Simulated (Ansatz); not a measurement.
# V3Pt: the cost of one run

Program: Ansatz 0.2.0. Level of theory: DFT, PAW plane waves, r2scan. These are calculated values, not measurements.

2 further runs of the same task are left out: 2 for a known fault of the program.

## Step 1: The structure to begin with

It takes space group Pm-3n (No. 223, cubic). Conventional cell: a = 4.808 Å, b = 4.808 Å, c = 4.808 Å, α = 90.00°, β = 90.00°, γ = 90.00°. V (site symmetry -4m2) has 2 V at 2.40 Å and 4 Pt at 2.69 Å as nearest neighbours. Around Pt (site symmetry m-3) lie 12 V at 2.69 Å.

As a file:

```
V Pt
1.0
     4.80800    0.00000    0.00000
     0.00000    4.80800    0.00000
     0.00000    0.00000    4.80800
V Pt
6 2
Direct
  0.25000 0.00000 0.50000
  0.50000 0.75000 0.00000
  0.75000 0.00000 0.50000
  0.50000 0.25000 0.00000
  0.00000 0.50000 0.75000
  0.00000 0.50000 0.25000
  0.00000 0.00000 0.00000
  0.50000 0.50000 0.50000
```

## Step 2: A run

input.yaml reads:

```yaml
crystal:
  lattice:
    - [4.808, 0.0, 0.0]
    - [0.0, 4.808, 0.0]
    - [0.0, 0.0, 4.808]
  atoms:
    - { symbol: V, position: [0.25, 0.0, 0.5], spin: 2.0 }
    - { symbol: V, position: [0.5, 0.75, 0.0], spin: 2.0 }
    - { symbol: V, position: [0.75, 0.0, 0.5], spin: 2.0 }
    - { symbol: V, position: [0.5, 0.25, 0.0], spin: -2.0 }
    - { symbol: V, position: [0.0, 0.5, 0.75], spin: -2.0 }
    - { symbol: V, position: [0.0, 0.5, 0.25], spin: -2.0 }
    - { symbol: Pt, position: [0.0, 0.0, 0.0] }
    - { symbol: Pt, position: [0.5, 0.5, 0.5] }
  symmetry: { tolerance: 0.0003 }
hamiltonian:
  xc: r2scan
  pseudopotentials: { kind: paw, azcp: { folder: soft_1 } }
basis:
  ecutwfc: 500
magnetization:
  spin_polarized: true
scf:
  occupations: { method: fermi_dirac, width: 0.05 }
kpoints:
  mp_grid: { grid: [7, 7, 7], shift: [0, 0, 0] }
output:
  forces: true
  stress: true
  eigenvalues: true
```

Launch:

```bash
$ ansatz run input.yaml --threads 2 --pin off --max-ram 5632MiB --backend cpu --events-out ev --progress --plain --runs-dir out
```

**Question.** How long does this run take on 2 threads of AMD EPYC 9R45 (Zen 5), shared host, and how much memory does it need?

About 4.4 min, with a peak of 1.8 GiB.
